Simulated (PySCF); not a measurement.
**Ga⁺: interval between two levels with spin-orbit coupling**

Wanted: the interval between two levels of gallium, up a ladder of methods.

The numbers are computed with PySCF 2.14.0 (two-component X2C-1e, generalised determinants), except any that are marked as measured or tabulated.

## (1) What is computed

```
Element                                   : gallium (Z = 31)
Basis                                     : x2c-TZVPall-2c
Hamiltonian                               : two-component X2C-1e, Gaussian nucleus, no Breit or QED terms; spin-orbit coupling, run by run: off; screened by Boettger's factors
Core shells frozen in the correlated runs : [Ne] (for Ga⁺)
State 1                                   : Ga⁺ 3d10 4s2 1S0: [Ar] 3d10 4s2
State 2                                   : Ga⁺ 3d10 4s1 4p1 3P2: [Ar] 3d10 4s1 4p1; 4s1/2 filled at m_j = +1/2; 4p3/2 filled at m_j = +3/2
Methods                                   : GHF, GMP2
```

Outer shells as boxes (Hund's rule):

Ga+ [Ar] 3d10 4s2
```
[Ar] core
3d [↑↓][↑↓][↑↓][↑↓][↑↓]
4s [↑↓]
```

Ga+ [Ar] 3d10 4s1 4p1
```
[Ar] core
3d [↑↓][↑↓][↑↓][↑↓][↑↓]
4s [↑ ]
4p [↑ ][  ][  ]
```

All steps ran in one process of a driver on top of PySCF, which takes the settings above as its task.

It was started by

```sh
$ OMP_NUM_THREADS=1 python sorun2.py TASK.json OUT
```

The integrals over 54 functions and the set-up took 0.5 s of CPU time.

## (2) Ga⁺ 3d10 4s2 1S0, method by method

**GHF (spin-free)**

The program printed:

```text
cycle= 1 E= -1941.9330705858  delta_E= -1.94e+03  |FDS-SDF|= 0.000123
cycle= 2 E= -1941.9330706262  delta_E= -4.05e-08  |FDS-SDF|= 7.5e-05
cycle= 3 E= -1941.9330706624  delta_E= -3.62e-08  |FDS-SDF|= 1.05e-05
cycle= 4 E= -1941.9330706632  delta_E= -7.79e-10  |FDS-SDF|= 3.71e-07
```

It took 0.26 s on 1 thread of Neoverse-V2, shared host, the integrals not counted.

Occupied spinors (without spin-orbit coupling the j labels only name the start):

| spinor shell | electrons | mean energy (eV) | weight of the nominal j | rms radius (bohr) |
| --- | --- | --- | --- | --- |
| 1s1/2 | 2 | -10449.8 | 1.000 | 0.0560 |
| 2s1/2 | 2 | -1349.5 | 1.000 | 0.235 |
| 2p3/2 | 4 | -1171.2 | 0.826 | 0.211 |
| 2p1/2 | 2 | -1171.2 | 0.652 | 0.211 |
| 3s1/2 | 2 | -187.28 | 1.000 | 0.698 |
| 3p3/2 | 4 | -131.29 | 0.834 | 0.738 |
| 3p1/2 | 2 | -131.29 | 0.668 | 0.738 |
| 3d3/2 | 4 | -39.919 | 0.701 | 0.895 |
| 3d5/2 | 6 | -39.919 | 0.801 | 0.895 |
| 4s1/2 | 2 | -19.032 | 1.000 | 2.49 |

M_J = 0, ⟨J²⟩ = 0.000, ⟨L²⟩ = 0.000, ⟨S²⟩ = 0.000.

**GMP2 (spin-free)**

No log was kept for this step.

Time after the integrals: 0.36 s (1 thread of Neoverse-V2, shared host).

With 20 electrons correlated, the MP2 correlation energy is -0.34142 hartree. Largest pairs: 3d3/2-3d5/2 -0.0646, 3d5/2-3d5/2 -0.0444, 3d5/2-3p3/2 -0.0374, 4s1/2-4s1/2 -0.0263, 3d3/2-3p3/2 -0.0250.

**GHF (screened spin-orbit)**

The program printed:

```text
cycle= 1 E= -1941.9959194845  delta_E= -1.94e+03  |FDS-SDF|= 0.00541
cycle= 2 E= -1941.9961225951  delta_E= -0.000203  |FDS-SDF|= 0.000752
cycle= 3 E= -1941.9961284001  delta_E= -5.81e-06  |FDS-SDF|= 0.000126
cycle= 4 E= -1941.9961286328  delta_E= -2.33e-07  |FDS-SDF|= 2.64e-05
cycle= 5 E= -1941.9961286388  delta_E= -6.03e-09  |FDS-SDF|= 1.32e-05
cycle= 6 E= -1941.9961286402  delta_E= -1.39e-09  |FDS-SDF|= 7.12e-08
```

Time after the integrals: 0.33 s (1 thread of Neoverse-V2, shared host).

The outer occupied spinors:

| spinor shell | electrons | mean energy (eV) | weight of the nominal j | rms radius (bohr) |
| --- | --- | --- | --- | --- |
| 2p1/2 | 2 | -1190.2 | 1.000 | 0.209 |
| 2p3/2 | 4 | -1162.1 | 1.000 | 0.212 |
| 3s1/2 | 2 | -187.28 | 1.000 | 0.698 |
| 3p1/2 | 2 | -133.94 | 1.000 | 0.730 |
| 3p3/2 | 4 | -130.02 | 1.000 | 0.741 |
| 3d3/2 | 4 | -40.226 | 1.000 | 0.891 |
| 3d5/2 | 6 | -39.713 | 1.000 | 0.897 |
| 4s1/2 | 2 | -19.032 | 1.000 | 2.49 |

M_J = 0, ⟨J²⟩ = 0.000, ⟨L²⟩ = 0.002, ⟨S²⟩ = 0.002.

**GMP2 (screened spin-orbit)**

The driver printed no log here.

Time after the integrals: 0.31 s (1 thread of Neoverse-V2, shared host).

With 20 electrons correlated, the MP2 correlation energy is -0.34144 hartree. Largest pairs: 3d3/2-3d5/2 -0.0651, 3d5/2-3d5/2 -0.0446, 3d5/2-3p3/2 -0.0374, 4s1/2-4s1/2 -0.0263, 3d3/2-3p3/2 -0.0253.

## (3) Ga⁺ 3d10 4s1 4p1 3P2, method by method

**GHF (spin-free)**

The program printed:

```text
cycle= 1 E= -1941.7370903204  delta_E= -1.94e+03  |FDS-SDF|= 0.0142
cycle= 2 E= -1941.7569368851  delta_E= -0.0198  |FDS-SDF|= 0.00896
cycle= 3 E= -1941.7593072299  delta_E= -0.00237  |FDS-SDF|= 0.00342
cycle= 4 E= -1941.7601735537  delta_E= -0.000866  |FDS-SDF|= 0.000584
cycle= 5 E= -1941.7601809855  delta_E= -7.43e-06  |FDS-SDF|= 0.000113
cycle= 6 E= -1941.7601813899  delta_E= -4.04e-07  |FDS-SDF|= 2.74e-05
cycle= 7 E= -1941.7601814203  delta_E= -3.04e-08  |FDS-SDF|= 4.18e-06
cycle= 8 E= -1941.7601814209  delta_E= -6.33e-10  |FDS-SDF|= 7.1e-07
```

It took 0.4 s on 1 thread of Neoverse-V2, shared host, the integrals not counted.

Occupied spinors (without spin-orbit coupling the j labels only name the start):

| spinor shell | electrons | mean energy (eV) | weight of the nominal j | rms radius (bohr) |
| --- | --- | --- | --- | --- |
| 1s1/2 | 2 | -10451.3 | 1.000 | 0.0560 |
| 2s1/2 | 2 | -1350.9 | 1.000 | 0.235 |
| 2p3/2 | 4 | -1172.8 | 0.833 | 0.211 |
| 2p1/2 | 2 | -1172.7 | 0.667 | 0.211 |
| 3s1/2 | 2 | -188.76 | 1.000 | 0.699 |
| 3p3/2 | 4 | -132.99 | 0.833 | 0.737 |
| 3p1/2 | 2 | -132.83 | 0.667 | 0.737 |
| 3d5/2 | 6 | -41.553 | 0.800 | 0.893 |
| 3d3/2 | 4 | -41.487 | 0.700 | 0.890 |
| 4s1/2 | 1 | -22.237 | 0.999 | 2.43 |
| 4p3/2 | 1 | -14.196 | 1.000 | 3.07 |

M_J = 2, ⟨J²⟩ = 6.007, ⟨L²⟩ = 2.005, ⟨S²⟩ = 2.002.

**GMP2 (spin-free)**

This step left no log, only its results.

Time after the integrals: 0.31 s (1 thread of Neoverse-V2, shared host).

With 20 electrons correlated, the MP2 correlation energy is -0.30789 hartree. Largest pairs: 3d3/2-3d5/2 -0.0632, 3d5/2-3d5/2 -0.0438, 3d5/2-3p3/2 -0.0362, 3d3/2-3p3/2 -0.0239, 3d5/2-3p1/2 -0.0186.

**GHF (screened spin-orbit)**

The program printed:

```text
cycle= 1 E= -1941.7987356047  delta_E= -1.94e+03  |FDS-SDF|= 0.0148
cycle= 2 E= -1941.8180841462  delta_E= -0.0193  |FDS-SDF|= 0.00874
cycle= 3 E= -1941.8204107164  delta_E= -0.00233  |FDS-SDF|= 0.00346
cycle= 4 E= -1941.8211865678  delta_E= -0.000776  |FDS-SDF|= 0.000742
cycle= 5 E= -1941.8212010809  delta_E= -1.45e-05  |FDS-SDF|= 0.000113
cycle= 6 E= -1941.8212014890  delta_E= -4.08e-07  |FDS-SDF|= 2.74e-05
cycle= 7 E= -1941.8212015197  delta_E= -3.07e-08  |FDS-SDF|= 4.15e-06
cycle= 8 E= -1941.8212015203  delta_E= -6.39e-10  |FDS-SDF|= 9.13e-07
```

Time after the integrals: 0.4 s (1 thread of Neoverse-V2, shared host).

The outer occupied spinors:

| spinor shell | electrons | mean energy (eV) | weight of the nominal j | rms radius (bohr) |
| --- | --- | --- | --- | --- |
| 2p3/2 | 4 | -1163.6 | 1.000 | 0.212 |
| 3s1/2 | 2 | -188.79 | 1.000 | 0.699 |
| 3p1/2 | 2 | -135.57 | 0.999 | 0.730 |
| 3p3/2 | 4 | -131.72 | 1.000 | 0.740 |
| 3d3/2 | 4 | -41.872 | 0.968 | 0.889 |
| 3d5/2 | 6 | -41.352 | 0.978 | 0.894 |
| 4s1/2 | 1 | -22.249 | 0.999 | 2.43 |
| 4p3/2 | 1 | -14.141 | 1.000 | 3.08 |

M_J = 2, ⟨J²⟩ = 6.007, ⟨L²⟩ = 2.007, ⟨S²⟩ = 2.003.

**GMP2 (screened spin-orbit)**

No log was kept for this step.

Time after the integrals: 0.31 s (1 thread of Neoverse-V2, shared host).

With 20 electrons correlated, the MP2 correlation energy is -0.30781 hartree. Largest pairs: 3d3/2-3d5/2 -0.0643, 3d5/2-3d5/2 -0.0433, 3d5/2-3p3/2 -0.0360, 3d3/2-3p3/2 -0.0244, 3d5/2-3p1/2 -0.0188.

## (4) Differences of total energies

Interval between two levels: Ga⁺ [Ar] 3d10 4s2 → Ga⁺ [Ar] 3d10 4s1 4p1 [4s1/2^1 4p3/2^1, M_J = 2].

| method | value (eV) | error (eV) | CPU time, both states (s) |
| --- | --- | --- | --- |
| GHF (spin-free) | 4.705 | -1.340 | 0.66 |
| GMP2 (spin-free) | 5.617 | -0.427 | 1.3 |
| GHF (screened spin-orbit) | 4.760 | -1.284 | 0.73 |
| GMP2 (screened spin-orbit) | 5.675 | -0.369 | 1.4 |

Reference: 6.044 eV (measured; NIST Handbook of Basic Atomic Spectroscopic Data (Sansonetti and Martin, J. Phys. Chem. Ref. Data 34, 1559 (2005))). The spin-free rows have the spin-orbit operator switched off.

Times are CPU seconds on a shared host without the integrals; correlated rows include their Hartree-Fock run.

## (5) Results

```
                                           quantity                                                                        value
interval between two levels, Ga⁺ → 3d10 4s1 4p1 3P2  GHF (spin-free) 4.705, GMP2 (screened spin-orbit) 5.675 eV; reference 6.044
```

Accuracy against cost (mean over 1 difference):

| method | mean absolute miss against the measured value (with the measured fine structure taken into account where it is known) (eV) | CPU time, both states (s) |
| --- | --- | --- |
| GHF (spin-free) | 1.340 | 0.66 |
| GMP2 (spin-free) | 0.427 | 1.3 |
| GHF (screened spin-orbit) | 1.284 | 0.73 |
| GMP2 (screened spin-orbit) | 0.369 | 1.4 |

What this shows: Against experiment GMP2 (screened spin-orbit) comes closest (off by 0.37 eV) and GHF (spin-free) is farthest (1.34 eV). Spin-orbit coupling moves the difference by +0.058 eV at GMP2. All values hold for this basis alone; no basis-set limit was taken.
